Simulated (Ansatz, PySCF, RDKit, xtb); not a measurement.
# Solving GeSiSb, step by step, part 2 of 2

Only the formula GeSiSb is given (odd number of electrons). Aim: find the structure of lowest free energy at 298.15 K, then its properties.

xtb, Ansatz and PySCF; isolated molecules.

## 14. Frequencies after a tight-binding relaxation (GFN2-xTB)

The input, start.xyz:

```xyz
3
c741
Ge    -0.304192    -0.290939    -0.953859
Sb     1.078478     0.792386     1.078401
Si    -1.153856    -0.117957     1.291999
```

Started as:

```console
$ xtb start.xyz --gfn 2 --ohess tight --uhf 1
```

Log (excerpt; [...] marks lines left out):

```text
* xtb version 6.7.1
[...]
          :  # basis functions                  30          :
[...]
          :  # electrons                        13          :
[...]
          :  Hamiltonian                  GFN2-xTB          :
[...]
          :  net charge                          0          :
          :  unpaired electrons                  1          :
[...]
   *** convergence criteria satisfied after 28 iterations ***
[...]
   *** GEOMETRY OPTIMIZATION CONVERGED AFTER 10 ITERATIONS ***
[...]
   *** convergence criteria satisfied after 3 iterations ***
[...]
         ::                     SUMMARY                     ::
         :::::::::::::::::::::::::::::::::::::::::::::::::::::
         :: total energy              -5.811343867447 Eh    ::
         :: gradient norm              0.000037295066 Eh/a0 ::
         :: HOMO-LUMO gap              1.013571950983 eV    ::
         ::.................................................::
         :: SCC energy                -5.821070708540 Eh    ::
         :: -> isotropic ES           -0.001564291859 Eh    ::
         :: -> anisotropic ES         -0.001221026056 Eh    ::
         :: -> anisotropic XC         -0.006326055293 Eh    ::
         :: -> dispersion             -0.003033916558 Eh    ::
         :: repulsion energy           0.009726841092 Eh    ::
         :: add. restraining           0.000000000000 Eh    ::
         :: total charge               0.000000000000 e     ::
         :::::::::::::::::::::::::::::::::::::::::::::::::::::
[...]
         7        1.0011           -0.2620646              -7.1311 (HOMO)
         8                         -0.2248166              -6.1176 (LUMO)
[...]
     #   Z          covCN         q      C6AA      α(0)
     1  32 Ge       1.891    -0.043   259.321    33.636
     2  51 Sb       1.796    -0.141   431.792    40.698
     3  14 Si       1.765     0.184   194.879    29.669
[...]
molecular dipole:
                 x           y           z       tot (Debye)
 q only:       -0.761      -0.266       0.258
   full:       -0.400      -0.188      -0.066       1.137
molecular quadrupole (traceless):
[...]
          | TOTAL ENERGY               -5.811343867337 Eh   |
          | TOTAL ENTHALPY             -5.804367851695 Eh   |
          | TOTAL FREE ENERGY          -5.840322389610 Eh   |
          | GRADIENT NORM               0.000037275557 Eh/α |
[...]
```

Wall time 0.095 s (1 thread of Intel Xeon 6975P-C (Granite Rapids), shared host).

## 15. Electronic excitations (TD-B3LYP/def2-SVPD)

The input, run.py:

```python
from pyscf import gto, dft, tdscf

mol = gto.Mole()
mol.atom = '''
Ge  -0.304192  -0.290939  -0.953859
Sb   1.078478   0.792386   1.078401
Si  -1.153856  -0.117957   1.291999
'''
mol.charge = 0
mol.max_memory = 1860
mol.spin = 1
mol.ecp = {'Sb': 'def2-svp'}
mol.basis = 'def2-svpd'
mol.verbose = 3
mol.build()

mf = dft.UKS(mol, xc='b3lyp')
mf = mf.density_fit(auxbasis='def2-universal-jkfit')
mf.max_cycle = 100
mf.grids.level = 2
mf.kernel()
if not mf.converged:
    mf = mf.newton().run(mf.mo_coeff, mf.mo_occ)

etot = mf.e_tot
print('E = %.10f Eh' % etot)

td = mf.TDA()
td.nstates = 5
td.kernel()
td.analyze()
roots = td.e * 27.211386
osc = td.oscillator_strength()
print('state   eV      nm      f')
for i, (w, f) in enumerate(zip(roots, osc), 1):
    print('%3d %9.4f %8.1f %9.5f' % (i, w, 1239.842 / w, f))
```

Started as:

```console
$ OMP_NUM_THREADS=1 python run.py
```

Log:

```text
WARN: HOMO -0.508962291123966 >= LUMO -0.508962291123967

WARN: HOMO -0.028520266285515 >= LUMO -0.0276450986104753

converged SCF energy = -2606.51865002963  <S^2> = 0.75712653  2S+1 = 2.0071139
E = -2606.5186500296 Eh
Excitation energies (eV)
[0.73094008 1.38736178 1.5625876  1.62864789 1.82544004]

** Excitation energies and oscillator strengths **
state   eV      nm      f
  1    0.7309   1696.2   0.00037
  2    1.3874    893.7   0.00042
  3    1.5626    793.5   0.00173
  4    1.6286    761.3   0.00007
  5    1.8254    679.2   0.00007
```

It took 40 s on 1 thread of Intel Xeon 6975P-C (Granite Rapids), shared host.

The roots found:

| excited state | energy (eV) | strength |
| --- | --- | --- |
| 1 | 0.731 | 0.0004 |
| 2 | 1.387 | 0.0004 |
| 3 | 1.563 | 0.0017 |
| 4 | 1.629 | 0.0001 |
| 5 | 1.825 | 0.0001 |

## 16. The cation at the same geometry (PBE0/def2-TZVPD)

The input, input.yaml:

```yaml
crystal:
  periodic: [false, false, false]
  atoms:
    - {symbol: Ge, position_ang: [-0.304192, -0.290939, -0.953859]}
    - {symbol: Sb, position_ang: [1.078478, 0.792386, 1.078401]}
    - {symbol: Si, position_ang: [-1.153856, -0.117957, 1.291999]}
basis:
  gaussian:
    orbitals: def2-TZVPD
hamiltonian:
  xc: {name: PBE0}
total_charge: 1
```

Started as:

```console
$ ansatz run input.yaml --threads 1 --pin off --max-ram 2610MiB --events-out events.jsonl --progress --plain --runs-dir runs
```

Log:

```text
Warning: RAYON_NUM_THREADS=1 ignored (pool sized by the plan → 1); use --threads N
[... 2 set-up lines as earlier in the session ...]
  parameter a = 0.25
  parameter kappa = 0.804
  parameter beta = 0.06672455060314922
  exchange = (1 - a)*pbe_x(kappa = kappa, mu = beta*pi^2/3) + a*exact_x
  correlation = pbe_c(beta = beta)
1205 factors; their error is unknown
mean field evaluation 1: about -70911.8882 eV, gradient 3.0e1 eV
mean field evaluation 2: about -70911.1174 eV, gradient 3.7e1 eV
mean field evaluation 4: about -70914.3097 eV, gradient 4.4e0 eV
mean field evaluation 8: about -70914.3826 eV, gradient 1.3e-1 eV
mean field evaluation 16: about -70914.7837 eV, gradient 1.7e-3 eV
mean field -70914.78370971 eV, -2606.0702335649 hartree, gradient 9.9e-6 eV, S^2 0.000000; 2 other end points of the search recorded, 0 dependent functions left out
reference -70914.78373535 eV, -2606.0702345074 hartree; 34, 34 occupied and 119, 119 virtual orbitals, 1205 factors
Total energy: -70914.78373535 eV, -2606.0702345074 hartree
```

Run time: 4.5 s. Hardware: 1 thread of Intel Xeon 6975P-C (Granite Rapids), shared host.

Difference from the parent: 8.11 eV. Only this spin of the product was run; a higher spin can lie lower.

## 17. The anion at the same geometry (PBE0/def2-TZVPD)

Edit input.yaml of step 16 so:

```diff
@@ -7,6 +7,5 @@
 basis:
-  gaussian:
-    orbitals: def2-TZVPD
-hamiltonian:
-  xc: {name: PBE0}
-total_charge: 1
+  gaussian: {orbitals: def2-TZVPD}
+total_charge: -1
+hamiltonian: {xc: pbe0}
+scf: {lower_state_search: "off"}
```

Started as:

```console
$ ansatz run input.yaml --threads 1 --pin off --max-ram 2610MiB --events-out events.jsonl --progress --plain --runs-dir runs
```

Log (excerpt; [...] marks lines left out):

```text
Warning: RAYON_NUM_THREADS=1 ignored (pool sized by the plan → 1); use --threads N
[... 2 set-up lines as earlier in the session ...]
[...]
1205 factors; their error is unknown
[...]
mean field -70925.09824146 eV, -2606.4492856155 hartree, gradient 2.6e-6 eV, S^2 0.000000; 0 other end points of the search recorded, 0 dependent functions left out
reference -70925.09826501 eV, -2606.4492864807 hartree; 35, 35 occupied and 118, 118 virtual orbitals, 1205 factors
Total energy: -70925.09826501 eV, -2606.4492864807 hartree
Checks for a lower state left out: stability, starts, cluster_reference, orbital_swaps, neighbouring_geometries, increment
```

Wall time 2 s (1 thread of Intel Xeon 6975P-C (Granite Rapids), shared host).

Parent less the species with the added electron: 2.20 eV.

## 18. The quartet at the same geometry (PBE0/def2-TZVPD)

Edit input.yaml of step 17 so:

```diff
@@ -8,4 +8,4 @@
   gaussian: {orbitals: def2-TZVPD}
-total_charge: -1
+total_charge: 0
+magnetization: {spin_polarized: true, initial_magnetization: 3}
 hamiltonian: {xc: pbe0}
-scf: {lower_state_search: "off"}
```

Started as:

```console
$ ansatz run input.yaml --threads 1 --pin off --max-ram 2610MiB --events-out events.jsonl --progress --plain --runs-dir runs
```

Log (excerpt; [...] marks lines left out):

```text
Warning: RAYON_NUM_THREADS=1 ignored (pool sized by the plan → 1); use --threads N
[... 7 set-up lines as earlier in the session ...]
1205 factors; their error is unknown
mean field evaluation 1: about -70919.8984 eV, gradient 1.4e1 eV
mean field evaluation 2: about -70917.4721 eV, gradient 2.4e1 eV
mean field evaluation 4: about -70920.9619 eV, gradient 1.6e0 eV
mean field evaluation 8: about -70920.9967 eV, gradient 1.8e-1 eV
mean field evaluation 16: about -70921.4083 eV, gradient 1.8e-2 eV
mean field evaluation 32: about -70921.4083 eV, gradient 2.9e-5 eV
mean field -70921.40834522 eV, -2606.3136844296 hartree, gradient 1.1e-5 eV, S^2 3.799146; 4 other end points of the search recorded, 0 dependent functions left out
reference -70921.40837034 eV, -2606.3136853527 hartree; 36, 33 occupied and 117, 120 virtual orbitals, 1205 factors
Total energy: -70921.40837034 eV, -2606.3136853527 hartree
```

It took 15 s on 1 thread of Intel Xeon 6975P-C (Granite Rapids), shared host.

It lies 1.49 eV above the doublet.

## 19. Stability of the SCF solution (PBE0/def2-SVP)

The input, input.py:

```python
from pyscf import gto, dft

mol = gto.Mole()
mol.atom = [
    ('Ge', (-0.304192, -0.290939, -0.953859)),
    ('Sb', (1.078478, 0.792386, 1.078401)),
    ('Si', (-1.153856, -0.117957, 1.291999)),
]
mol.basis = 'def2-svp'
mol.ecp = {'Sb': 'def2-svp'}
mol.verbose = 3
mol.spin = 1
mol.max_memory = 1860
mol.build()

calc0 = dft.UKS(mol, xc='pbe0')
calc0 = calc0.density_fit(auxbasis='def2-universal-jkfit')
calc0.max_cycle = 100
calc0.grids.level = 3
calc0.kernel()
if not calc0.converged:
    calc0 = calc0.newton().run(calc0.mo_coeff, calc0.mo_occ)

e_tot = calc0.e_tot
print('Final energy', e_tot)
mo_i, mo_e, stable_i, stable_e = calc0.stability(internal=True, external=True, return_status=True)
print('stable: internal', stable_i, 'external', stable_e)
```

Started as:

```console
$ OMP_NUM_THREADS=1 python input.py
```

Log:

```text
WARN: HOMO -0.510289131195313 >= LUMO -0.510289131195313

WARN: HOMO 0.0488117783888555 >= LUMO 0.0488349849360073

converged SCF energy = -2606.00029079326  <S^2> = 0.76055103  2S+1 = 2.0105233
Final energy -2606.0002907932603
<class 'pyscf.df.df_jk.DFUKS'> wavefunction is stable in the internal stability analysis
<class 'pyscf.df.df_jk.DFUKS'> wavefunction is stable in the real -> complex stability analysis
<class 'pyscf.df.df_jk.DFUKS'> wavefunction has an UHF/UKS -> GHF/GKS instability
stable: internal True external False
```

Run time: 46 s. Hardware: 1 thread of Intel Xeon 6975P-C (Granite Rapids), shared host.

The stability test raises a flag; for an open shell a flag towards a general spinor solution can be the free rotation of the spin.

## 20. What came out

What follows sums up all 2 parts.

```
                                                       quantity                                                                  value
                                         lowest structure found                                            [Si]1[Ge][Sb]1, doublet, Cs
                                                  next finalist                     [Ge]=[Si]=[Sb], doublet, 24.6 kcal/mol higher in G
                      share at equilibrium, among the finalists                                                                100.0 %
                                                         funnel  8 starts, 4 minima at GFN2-xTB, 4 screening runs, 3 relaxed, 2 ranked
                                           CPU time of all runs                                                                 14 min
harmonic wavenumbers, lowest and highest (PBE0-D3(BJ)/def2-SVP)                                                       158 and 405 cm⁻¹
                            rotational constants, same geometry                                            0.173, 0.05069, 0.0392 cm⁻¹
                                dipole moment (PBE0/def2-TZVPD)                                                                 0.22 D
           HOMO energy (highest over α and β) (PBE0/def2-TZVPD)                                                               -6.13 eV
            LUMO energy (lowest over α and β) (PBE0/def2-TZVPD)                                                               -3.81 eV
                         lowest excitation (TD-B3LYP/def2-SVPD)                                                    0.73 eV (f = 0.000)
             vertical ionisation energy (to the singlet cation)                                                                8.11 eV
                                     vertical electron affinity                                                                2.20 eV
                                  vertical quartet less doublet                                                               +1.49 eV
```

The lowest structure found is `[Si]1[Ge][Sb]1`. The margin of 24.6 kcal/mol over the next finalist is beyond the usual error of the last level; it says nothing of structures that weren't ranked. GFN2-xTB, HF/STO-3G, r2SCAN-D4/def2-SVP, PBE0-D3(BJ)/def2-SVP, HF/def2-SVP and MP2/def2-SVP already put its bonding pattern lowest among the structures in one piece. The largest share of the time went into the relaxations (28 %). A large T1 diagnostic among the finalists warns that one reference determinant may not suffice. It concerns: the finalist [Ge]=[Si]=[Sb] (doublet). Spin-orbit coupling, which matters for elements this heavy, is left out. The stability test raises a flag; for an open shell a flag towards a general spinor solution can be the free rotation of the spin. The search is not exhaustive (a finite list of starts, one conformer a finalist), so a lower isomer can't be ruled out.
